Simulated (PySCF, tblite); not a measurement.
# C5H9ClOSi2: geometry, infrared bands and NMR shifts

What infrared bands and NMR shifts should C5H9ClOSi2 (`[SiH3]CO[Si]1(Cl)C=CC=C1`) show?

Computed with tblite 0.8.0 and PySCF 2.14.0, with density-fitted response routines of our own, on a single molecule in the gas phase. Atoms count from 0, in the outputs and in this text.

### 1 Starting geometry

18 atoms, charge 0, multiplicity 1; geometry from: force field or distance geometry start.

Bonds of the start (Å): Si0–C1 1.90, C1–O2 1.42, O2–Si3 1.65, Si3–Cl4 2.02, Si3–C5 1.86, C5–C6 1.35, C6–C7 1.45, C7–C8 1.35, C8–Si3 1.84, Si0–H9 1.48, Si0–H10 1.48, Si0–H11 1.48, C1–H12 1.09, C1–H13 1.10, C5–H14 1.07, C6–H15 1.10, C7–H16 1.09, C8–H17 1.08.

### 2 Optimising the geometry with GFN2-xTB

Job settings and geometry (Å):

```
{"job": {"kind": "relax", "xc": "GFN2-xTB", "basis": "xTB"}, "charge": 0, "multiplicity": 1}
Si     3.405700     0.418100     0.109600
C      1.514100     0.283700     0.140100
O      0.953400    -0.631100    -0.796100
Si    -0.687100    -0.821500    -0.861200
Cl    -1.253800    -2.156500    -2.262000
C     -1.583500    -1.251800     0.710300
C     -2.516300    -0.323000     0.989200
C     -2.612800     0.760400     0.025800
C     -1.754700     0.666900    -1.011300
H      4.026100    -0.893500     0.406400
H      3.857500     0.906900    -1.217100
H      3.841100     1.388200     1.145700
H      1.112100     1.287800    -0.009500
H      1.245800    -0.033300     1.162300
H     -1.353200    -2.125500     1.289600
H     -3.173300    -0.365400     1.868200
H     -3.349900     1.548900     0.141900
H     -1.680000     1.346700    -1.843400
```

Run with:

```bash
OMP_NUM_THREADS=1 python probes_run.py task.json out
```

This one command runs all jobs of the session in turn.

**Question.** This job is followed by: GFN2-xTB harmonic vibrations, gas phase; GIAO PBE0/pcSseg-1 NMR shielding, non-relativistic, gas phase. Predict these results of the whole session: strongest single infrared mode (GFN2-xTB); zero-point energy (GFN2-xTB); 13C shifts against TMS (PBE0/pcSseg-1, means over atoms taken as alike); 1H shifts against TMS (PBE0/pcSseg-1, means over atoms taken as alike); 29Si shifts against TMS (PBE0/pcSseg-1); 17O shifts against H2O (PBE0/pcSseg-1); 35Cl shifts against HCl (PBE0/pcSseg-1); surface potential, 1st and 99th percentile.

**Answer**, as computed:

```
                                                               quantity                       value
                              strongest single infrared mode (GFN2-xTB)        783 cm⁻¹, 425 km/mol
                                           zero-point energy (GFN2-xTB)               76.0 kcal/mol
13C shifts against TMS (PBE0/pcSseg-1, means over atoms taken as alike)      155.6, 131.7, 53.1 ppm
 1H shifts against TMS (PBE0/pcSseg-1, means over atoms taken as alike)  7.13, 5.63, 4.00, 3.91 ppm
                                29Si shifts against TMS (PBE0/pcSseg-1)             -0.6, -71.5 ppm
                                 17O shifts against H2O (PBE0/pcSseg-1)                    20.2 ppm
                                35Cl shifts against HCl (PBE0/pcSseg-1)                     -14 ppm
                                  surface potential, 1st and 99th percentile          -0.93 V and 1.02 V
```

**Reading.** Relaxing lowered the energy by 0.333 eV in 75 steps; the close pair that moved most is Si3–C8, from 1.838 to 1.895 Å. All 48 modes are real, so the xTB geometry is a minimum. GFN2-xTB is a fitted tight-binding method: band positions and strengths are rough. Its intensities can rank the bands wrongly. At PBE0/pcSseg-1: The widest tensor belongs to Cl4: span 294 ppm, with a paramagnetic part of -185 ppm. By nearest atom (PBE0/pcSseg-1), the HOMO sits on C5, C8 about 27 % each; C6, C7 about 15 % each and the LUMO on 4 C atoms about 17 % each; Si3 10 %.
